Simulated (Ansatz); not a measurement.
**Time against size: HSE06, supercells of Si, on Xeon 6975P-C cores, threads left to the program**

The runs below are of Ansatz 0.2.0 on an Intel Xeon 6975P-C node (Granite Rapids, 96 cores, 192 hardware threads, 360 GiB), one at a time and with no other job on the machine; times are wall-clock times from launch to exit. Times and memory are rounded to two significant figures, and ratios are formed from the unrounded values. A row is a single run, so small differences between rows aren't established. System services beside the runs took up to 7 cores (rounded up). Precision is the program's default, which can work at lower precision in parts of a run.

The smallest member is a 2×2×1 supercell of Si (Fd-3m), atoms displaced at random by about 0.04 Å along each cell vector. Its input:

```yaml
crystal:
  lattice:
    - [0.000000, 5.443702, 5.443702]
    - [5.443702, 0.000000, 5.443702]
    - [2.721851, 2.721851, 0.000000]
  atoms:
    - { symbol: Si, position: [0.137149, 0.121556, 0.254103] }
    - { symbol: Si, position: [0.000761, 0.004339, -0.014570] }
    - { symbol: Si, position: [0.122845, 0.621096, 0.238833] }
    - { symbol: Si, position: [-0.004384, 0.497337, -0.002980] }
    - { symbol: Si, position: [0.620289, 0.127193, 0.244311] }
    - { symbol: Si, position: [0.483385, 0.006187, -0.004072] }
    - { symbol: Si, position: [0.621138, 0.626395, 0.252389] }
    - { symbol: Si, position: [0.500274, 0.495560, 0.001991] }
kpoints:
  mp_grid: { grid: [1, 1, 1] }
hamiltonian:
  xc: hse06
  pseudopotentials: { azcp: { folder: soft_1 } }
scf:
  occupations: { method: fixed }
output: { forces: true }
```

The program chose a cutoff of 420 eV. The folder soft_1 holds one of the program's own sets of PAW files, generated with PBE and used with every functional where the input names it. For this functional the program regenerates the frozen cores at set-up.

Command, without the flags for output files and display:

```bash
ansatz run input.yaml --backend cpu
```

| atoms | electrons | k mesh | k points | plane waves | dense FFT grid | bands at the start | SCF iterations | threads | wall time | SCF clock | outside it | host memory (GiB) | remarks |
| --- | --- | --- | --- | --- | --- | --- | --- | --- | --- | --- | --- | --- | --- |
| 8 | 32 | 1×1×1 | 1 | 3095 | 54×54×27 | 24 | 24 | 24 | 0.74 s | 0.45 s | 0.29 s | 0.68 | band table 0.046 s; exchange on 25×25×15 points; workers unbound |
| 16 | 64 | 1×1×1 | 1 | 6231 | 54×54×54 | 48 | 21 | 48 | 1.2 s | 0.89 s | 0.32 s | 1.1 | band table 0.11 s; exchange on 25×25×25 points; workers unbound |
| 36 | 144 | 1×1×1 | 1 | 14113 | 80×80×54 | 108 | 22 | 96 | 3.6 s | 3.1 s | 0.46 s | 3.1 | band table 0.38 s; exchange on 40×40×25 points; workers unbound |
| 72 | 288 | 1×1×1 | 1 | 28363 | 108×80×80 | 216 | 24 | 96 | 9.4 s | 8.7 s | 0.70 s | 6.0 | band table 0.85 s; exchange on 54×40×40 points; workers unbound |
| 128 | 512 | 1×1×1 | 1 | 50557 | 108×108×108 | 384 | 25 | 96 | 28 s | 27 s | 0.90 s | 11 | band table 2.5 s; exchange on 54×54×54 points; workers unbound |
| 200 | 800 | 1×1×1 | 1 | 78817 | 135×135×108 | 600 | 28 | 96 | 68 s | 67 s | 1.2 s | 19 | band table 4.5 s; exchange on 72×72×54 points; workers unbound |

The SCF clock is the program's own. It runs from the start of the first SCF loop to the final result and holds forces, stress, later SCFs and response steps. Outside it lie start-up, exit and the set-up ahead of the first loop, which depends on the cell and the method.

SCF iterations are those that the program logged, summed over all steps and exchange cycles of a run; an SCF made in search of a lower state can go uncounted. A hybrid's count includes the PBE SCF that it starts from. Runs at Γ alone can use real arithmetic, which is cheaper than at other k points.

«exchange on a×b×c points»: exact exchange forms its pair densities on this grid and not on the dense one, without the augmentation charges, which are treated apart. «band table a s»: behind the SCF the program solved its bands further for a band table, asked for or not, which took a s of the SCF clock (told where that is 5 % of it or more). «workers unbound»: the program didn't bind its workers to cores in this run.

One k point is too coarse a mesh for the properties of small cells; the series shows cost alone.

The threads change along the series too.

Of the smallest member's 0.74 s, 0.29 s lies outside the SCF clock, so the wall time grows less with size than the clocked work: from 8 to 200 atoms the wall time changes by a factor of 91, and the time on the SCF clock by 150. The smallest member has under 2 s on the SCF clock, so these factors are rough.

Problem. How long does the member with 360 atoms take (1×1×1 mesh, 1 k point, 141841 plane waves, 1080 bands)?

Solution. 5.2 min, in 31 SCF iterations, with 55 GiB of host memory. It made 2 exchange cycles. Remarks: band table 23 s; exchange on 80×80×72 points; workers unbound.
